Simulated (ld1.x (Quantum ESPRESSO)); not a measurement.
# Potentials for Cu that differ in a few settings, part 2 of 2

Aim: generate and test one potential in full, then change a few of its settings and see what happens to hardness, ghosts and transferability.

ld1.x (Quantum ESPRESSO) 7.5; first potential Wu–Cohen, scalar-relativistic. Earlier steps stand in the parts before.

## Step 4: Scattering by logarithmic derivatives

Taken from the files of the generation run. The phase is arctan(r·u′/u) with u = r·R, unwrapped, with energies in Ry. A pole is an energy at which the radial function vanishes at the test radius. The pseudo phase is shifted by a multiple of π to meet the all-electron one at the reference energy. Levels narrower than the energy grid can be missing from the poles. Left out: p, where the overlap operator is not positive , so their phases aren't trusted. The last column is the largest difference on the grid between −1 and +1 Ry.

| channel | radius (bohr) | reference (Ry) | poles AE | poles PS | window around the reference with phases within 0.05 rad (Ry) | largest difference near zero (rad) |
| --- | --- | --- | --- | --- | --- | --- |
| s | 1.30 | -0.40 | -7.57 | -7.57 | the whole range | 0.000 |
| d | 1.30 | -0.46 | 1.28 | 1.27 | the whole range | 0.001 |

Phases (rad) along the scan:

| E (Ry) | d AE | d PS | s AE | s PS |
| --- | --- | --- | --- | --- |
| -10.00 | 1.329 | 1.329 | 0.917 | 0.917 |
| -9.52 | 1.322 | 1.322 | 0.523 | 0.523 |
| -9.04 | 1.315 | 1.315 | -0.516 | -0.517 |
| -8.56 | 1.308 | 1.308 | -1.220 | -1.220 |
| -8.08 | 1.300 | 1.300 | -1.457 | -1.457 |
| -7.60 | 1.290 | 1.290 | -1.566 | -1.565 |
| -7.12 | 1.280 | 1.280 | -1.628 | -1.628 |
| -6.64 | 1.268 | 1.268 | -1.671 | -1.671 |
| -6.16 | 1.255 | 1.255 | -1.702 | -1.702 |
| -5.68 | 1.240 | 1.239 | -1.728 | -1.728 |
| -5.20 | 1.221 | 1.221 | -1.750 | -1.750 |
| -4.72 | 1.199 | 1.199 | -1.769 | -1.769 |
| -4.24 | 1.172 | 1.172 | -1.788 | -1.788 |
| -3.76 | 1.138 | 1.137 | -1.806 | -1.806 |
| -3.28 | 1.091 | 1.091 | -1.823 | -1.823 |
| -2.80 | 1.026 | 1.025 | -1.842 | -1.842 |
| -2.32 | 0.926 | 0.925 | -1.861 | -1.861 |
| -1.84 | 0.755 | 0.754 | -1.881 | -1.881 |
| -1.36 | 0.420 | 0.419 | -1.903 | -1.903 |
| -0.88 | -0.217 | -0.218 | -1.927 | -1.927 |
| -0.40 | -0.879 | -0.879 | -1.954 | -1.954 |
| 0.08 | -1.238 | -1.239 | -1.984 | -1.984 |
| 0.56 | -1.422 | -1.423 | -2.020 | -2.020 |
| 1.04 | -1.531 | -1.532 | -2.061 | -2.061 |
| 1.52 | -1.605 | -1.606 | -2.110 | -2.110 |
| 2.00 | -1.660 | -1.661 | -2.169 | -2.169 |
| 2.48 | -1.704 | -1.706 | -2.242 | -2.242 |
| 2.96 | -1.744 | -1.745 | -2.333 | -2.333 |
| 3.44 | -1.780 | -1.781 | -2.449 | -2.449 |
| 3.92 | -1.815 | -1.817 | -2.596 | -2.597 |
| 4.40 | -1.851 | -1.853 | -2.782 | -2.784 |
| 4.88 | -1.889 | -1.891 | -3.006 | -3.008 |

## Step 5: Cutoff and ghost test in a Bessel basis

This step uses the generator's waves and projectors in a separate script. Basis: spherical Bessel functions vanishing at 20 bohr, q² up to the cutoff; potential fixed at the reference.

No cutoffs are read. The overlap operator is not positive in p (lowest eigenvalue -0.654), so the test is not defined there. The ghost test is not conclusive.

## Step 6: Now with waves 3d channel at 0.18 Ry: rcut 0.80, rcutus 1.00 bohr

The input, Cu.in:

```
 &input
   title='Cu', zed=29., rel=1, dft='WC', iswitch=3,
   config='[Ar] 3d10 4s0.5 4p0.5',
   nld=3, rlderiv=1.30, eminld=-10.0, emaxld=5.0, deld=0.04
 /
 &inputp
   pseudotype=3, tm=.true., lloc=-2, rcloc=0.75,
   nlcc=.true., new_core_ps=.true.,
   which_augfun='PSQ', rmatch_augfun_nc=.true.,
   file_pseudopw='Cu.UPF', file_wfcaegen='ae.wfc', file_wfcncgen='nc.wfc', file_beta='beta', file_chi='chi', file_wfcusgen='us.wfc'
 /
6
3S  1  0   2.00   0.00  0.95  1.20  0.0
4S  2  0   0.50   0.00  0.95  1.20  0.0
3P  2  1   6.00   0.00  1.05  1.20  0.0
4P  3  1   0.50   0.00  1.05  1.20  0.0
3D  3  2  10.00   0.00  0.80  1.00  0.0
3D  3  2   0.00   0.18  0.80  1.00  0.0
 &test
   configts(1)='3s2 3p6 3d10 4s0.5 4p0.5'
 /
```

Launch:

```console
ld1.x < Cu.in > Cu.out
```

The output, Cu.out (without the banner and most projector matrices):

```text
     Program LD1 v.7.5
     [... all-electron run as in step 2 ...]


     --------------------- Generating US pseudopotential ---------------------

      Generating local potential from pseudized AE potential:
      Matching radius rcloc =   0.7500
      Enforcing V''(0)=0 (lloc=-2)

      Local pseudo, rcloc= 0.747 Estimated cut-off energy=    56.04 Ry

      Computing core charge for nlcc:

       r > 0.33 : true rho core
      Core charge pseudized with two Bessel functions
      Integrated core pseudo-charge :   7.52
      Wfc-us  3S rcutus= 1.200  Estimated cut-off energy=    37.63 Ry
      Wfc-us  4S rcutus= 1.200  Estimated cut-off energy=    76.87 Ry
      Wfc-us  3P rcutus= 1.200  Estimated cut-off energy=    58.09 Ry
      Wfc-us  4P rcutus= 1.200  Estimated cut-off energy=   107.17 Ry
      Wfc-us  3D rcutus= 1.008  Estimated cut-off energy=   112.39 Ry
      Wfc-us  3D rcutus= 1.008  Estimated cut-off energy=   115.35 Ry

     Q pseudized with Bessel functions
     Expected ecutrho=     647.7328 due to l1=  2   l2=  2

     ------------------- End of pseudopotential generation -------------------

     [... all-electron run as in step 2 ...]


     Computing logarithmic derivative in   1.30209
     Computing logarithmic derivative in   1.30209
     Computing the partial wave expansion
     R is outside the sphere for l=    0 j= 0.00
     R is outside the sphere for l=    0 j= 0.00
     R is outside the sphere for l=    1 j= 0.00
     R is outside the sphere for l=    1 j= 0.00
     R is outside the sphere for l=    2 j= 0.00
     R is outside the sphere for l=    2 j= 0.00

     ---------------------- Testing the pseudopotential ----------------------

     Cu
     scalar relativistic calculation

     atomic number is 29.00   valence charge is 19.00
     dft =WC   lsd =0 sic =0 latt =0  beta=0.20 tr2=1.0E-14
     mesh =1199 r(mesh) = 100.25372 xmin = -7.00 dx = 0.01250

     n l     nl             e AE (Ry)        e PS (Ry)    De AE-PS (Ry)
     1 0     3S   1( 2.00)       -8.49813       -8.49811       -0.00002
     2 1     3P   1( 6.00)       -5.38122       -5.38121       -0.00002
     3 2     3D   1(10.00)       -0.45654       -0.45653       -0.00000
     2 0     4S   1( 0.50)       -0.39747       -0.39746       -0.00001
     3 1     4P   1( 0.50)       -0.08589       -0.08588       -0.00000

     eps = 9.5E-15  iter =  9

     Etot =   -3308.655978 Ry,   -1654.327989 Ha,  -45016.557890 eV
     Etotps =  -465.864344 Ry,    -232.932172 Ha,   -6338.407299 eV

     Ekin =     139.817708 Ry,      69.908854 Ha,    1902.316831 eV
     Encl =    -983.210472 Ry,    -491.605236 Ha,  -13377.259956 eV
     Ehrt =     376.929984 Ry,     188.464992 Ha,    5128.393697 eV
     Ecxc =     -93.791519 Ry,     -46.895759 Ha,   -1276.098625 eV
     (Ecc =     -44.711683 Ry,     -22.355842 Ha,    -608.333441 eV)
     Epseu=      94.389954 Ry,      47.194977 Ha,    1284.240754 eV

     ---------------------- End of pseudopotential test ----------------------
```

Wall time 3 s (1 thread, shared host). (Generation and the later configuration tests together.)

The new file went through the configuration test as well (its log is not shown).

The tests as a table, with energies relative to 3s2 3p6 3d10 4s0.5 4p0.5.

```tsv
valence configuration	charge	ΔE all-electron (eV)	error AE − PS (meV)
3s2 3p6 3d10 4s1 4p0	0	-2.055	+0.3
3s2 3p6 3d10 4s0 4p0	+1	6.037	-0.8
3s2 3p6 3d9 4s0 4p0	+2	27.375	0.0
3s2 3p6 3d8 4s0 4p0	+3	66.408	+1.7
3s2 3p6 3d9 4s1 4p0	+1	9.570	+2.4
3s2 3p6 3d9 4s2 4p0	0	-0.072	+4.4
3s2 3p6 3d10 4s0 4p1	0	2.160	-0.2
```

With this change the largest test error goes from +7.0 to +4.4 meV and the overlap operator is still not positive definite.

## Step 7: Changed: waves 3d channel at 0.9 Ry: rcut 0.80, rcutus 1.00 bohr

Changes to Cu.in since step 6:

```diff
@@ -17,3 +17,3 @@
 3D  3  2  10.00   0.00  0.80  1.00  0.0
-3D  3  2   0.00   0.18  0.80  1.00  0.0
+3D  3  2   0.00   0.90  0.80  1.00  0.0
  &test
```

Launch:

```console
ld1.x < Cu.in > Cu.out
```

What the program wrote to Cu.out (without the banner and most projector matrices):

```text
     Program LD1 v.7.5
     [... all-electron run as in step 2 ...]


     --------------------- Generating US pseudopotential ---------------------

      Generating local potential from pseudized AE potential:
      Matching radius rcloc =   0.7500
      Enforcing V''(0)=0 (lloc=-2)

      Local pseudo, rcloc= 0.747 Estimated cut-off energy=    56.04 Ry

      Computing core charge for nlcc:

       r > 0.33 : true rho core
      Core charge pseudized with two Bessel functions
      Integrated core pseudo-charge :   7.52
      Wfc-us  3S rcutus= 1.200  Estimated cut-off energy=    37.63 Ry
      Wfc-us  4S rcutus= 1.200  Estimated cut-off energy=    76.87 Ry
      Wfc-us  3P rcutus= 1.200  Estimated cut-off energy=    58.09 Ry
      Wfc-us  4P rcutus= 1.200  Estimated cut-off energy=   107.17 Ry
      Wfc-us  3D rcutus= 1.008  Estimated cut-off energy=   112.39 Ry
      Wfc-us  3D rcutus= 1.008  Estimated cut-off energy=   119.72 Ry

     Q pseudized with Bessel functions
     Expected ecutrho=     647.7328 due to l1=  2   l2=  2

     ------------------- End of pseudopotential generation -------------------

     [... all-electron run as in step 2 ...]


     Computing logarithmic derivative in   1.30209
     Computing logarithmic derivative in   1.30209
     Computing the partial wave expansion
     R is outside the sphere for l=    0 j= 0.00
     R is outside the sphere for l=    0 j= 0.00
     R is outside the sphere for l=    1 j= 0.00
     R is outside the sphere for l=    1 j= 0.00
     R is outside the sphere for l=    2 j= 0.00
     R is outside the sphere for l=    2 j= 0.00

     ---------------------- Testing the pseudopotential ----------------------

     Cu
     scalar relativistic calculation

     atomic number is 29.00   valence charge is 19.00
     dft =WC   lsd =0 sic =0 latt =0  beta=0.20 tr2=1.0E-14
     mesh =1199 r(mesh) = 100.25372 xmin = -7.00 dx = 0.01250

     n l     nl             e AE (Ry)        e PS (Ry)    De AE-PS (Ry)
     1 0     3S   1( 2.00)       -8.49813       -8.49811       -0.00002
     2 1     3P   1( 6.00)       -5.38122       -5.38121       -0.00002
     3 2     3D   1(10.00)       -0.45654       -0.45653       -0.00000
     2 0     4S   1( 0.50)       -0.39747       -0.39746       -0.00001
     3 1     4P   1( 0.50)       -0.08589       -0.08588       -0.00000

     eps = 3.8E-15  iter = 10

     Etot =   -3308.655978 Ry,   -1654.327989 Ha,  -45016.557890 eV
     Etotps =  -465.864344 Ry,    -232.932172 Ha,   -6338.407300 eV

     Ekin =     139.817713 Ry,      69.908857 Ha,    1902.316897 eV
     Encl =    -983.210470 Ry,    -491.605235 Ha,  -13377.259932 eV
     Ehrt =     376.929984 Ry,     188.464992 Ha,    5128.393687 eV
     Ecxc =     -93.791518 Ry,     -46.895759 Ha,   -1276.098617 eV
     (Ecc =     -44.711683 Ry,     -22.355842 Ha,    -608.333441 eV)
     Epseu=      94.389948 Ry,      47.194974 Ha,    1284.240665 eV

     ---------------------- End of pseudopotential test ----------------------
```

Wall time 3 s (1 thread, shared host). (Generation and the later configuration tests together.)

The new file went through the configuration test as well (its log is not shown).

The tests as a table, with energies relative to 3s2 3p6 3d10 4s0.5 4p0.5.

| valence configuration | charge | ΔE all-electron (eV) | error AE − PS (meV) |
| --- | --- | --- | --- |
| 3s2 3p6 3d10 4s1 4p0 | 0 | -2.055 | +0.4 |
| 3s2 3p6 3d10 4s0 4p0 | +1 | 6.037 | -0.6 |
| 3s2 3p6 3d9 4s0 4p0 | +2 | 27.375 | -0.3 |
| 3s2 3p6 3d8 4s0 4p0 | +3 | 66.408 | +0.6 |
| 3s2 3p6 3d9 4s1 4p0 | +1 | 9.570 | +2.1 |
| 3s2 3p6 3d9 4s2 4p0 | 0 | -0.072 | +4.0 |
| 3s2 3p6 3d10 4s0 4p1 | 0 | 2.160 | -0.1 |

Compared with the first run, the largest test error goes from +7.0 to +4.0 meV and the overlap operator is still not positive definite.

## Step 8: Comparison

This closing draws on all 2 parts.

No cutoffs could be read for these potentials. Test errors are all-electron less pseudo. The phase difference is the largest within 1 Ry of zero, over the channels with partial waves.

| change | outcome | bound ghosts | largest test error (meV) | phase difference near zero (rad) | lowest overlap eigenvalue (Bessel basis) |
| --- | --- | --- | --- | --- | --- |
| first potential | generated, overlap not positive | not determined | +7.0 | 0.001 | -0.654 |
| waves 3d channel at 0.18 Ry: rcut 0.80, rcutus 1.00 bohr | generated, overlap not positive | not determined | +4.4 | 0.000 | -0.654 |
| waves 3d channel at 0.9 Ry: rcut 0.80, rcutus 1.00 bohr | generated, overlap not positive | not determined | +4.0 | 0.000 | -0.654 |

**Reading.** 

The first potential by itself. The overlap operator is not positive definite in p, so a plane-wave run would break down once the basis is large enough. The worst unpolarised test, 3s2 3p6 3d8 4s0 4p0, is off by 7.0 meV on 66.4 eV; by total energies transferability rates as good. No cutoffs are read.
